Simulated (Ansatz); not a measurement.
# Al: the cost of one run

Program: Ansatz 0.2.0. Level of theory: DFT r2SCAN, scalar-relativistic, plane waves, PAW. These are calculated values, not measurements.

### Step 1. The starting structure

The structure is cubic, space group Fm-3m (No. 225). Conventional cell: a = 4.050 Å, b = 4.050 Å, c = 4.050 Å, α = 90.00°, β = 90.00°, γ = 90.00°. Al (site symmetry m-3m) is surrounded by 12 Al at 2.86 Å.

Structure file:

```
CELL_PARAMETERS angstrom
0.00000 2.02500 2.02500
2.02500 0.00000 2.02500
2.02500 2.02500 0.00000
ATOMIC_POSITIONS crystal
Al 0.00000 0.00000 0.00000
```

### Step 2. Relaxing cell and atoms: Al, no spin

Input file input.yaml:

```yaml
crystal:
  lattice:
    - [0.0, 2.025, 2.025]
    - [2.025, 0.0, 2.025]
    - [2.025, 2.025, 0.0]
  atoms:
    - { symbol: Al, position: [0.0, 0.0, 0.0] }
scf:
  occupations: { method: gaussian, width: 0.1 }
output:
  forces: true
  stress: true
  eigenvalues: true
  write_density: true
  write_potential: true
  elf: true
  volumetric_format: npy
kpoints:
  mp_grid: { grid: [34, 34, 34] }
hamiltonian:
  xc: r2scan
relax:
  f_tol: 0.003
  max_steps: 60
  cell: { stress_tol: 0.02 }
```

The run is started by

```sh
> ansatz run input.yaml --threads 4 --pin off --max-ram 8192MiB --backend cpu --events-out ev --progress --plain --runs-dir out
```

What time and memory should one allow on 4 threads of Intel Xeon Platinum 8259CL at 2.50GHz (Skylake/Cascade Lake), shared host?

About 23 s, with a peak of 0.65 GiB.
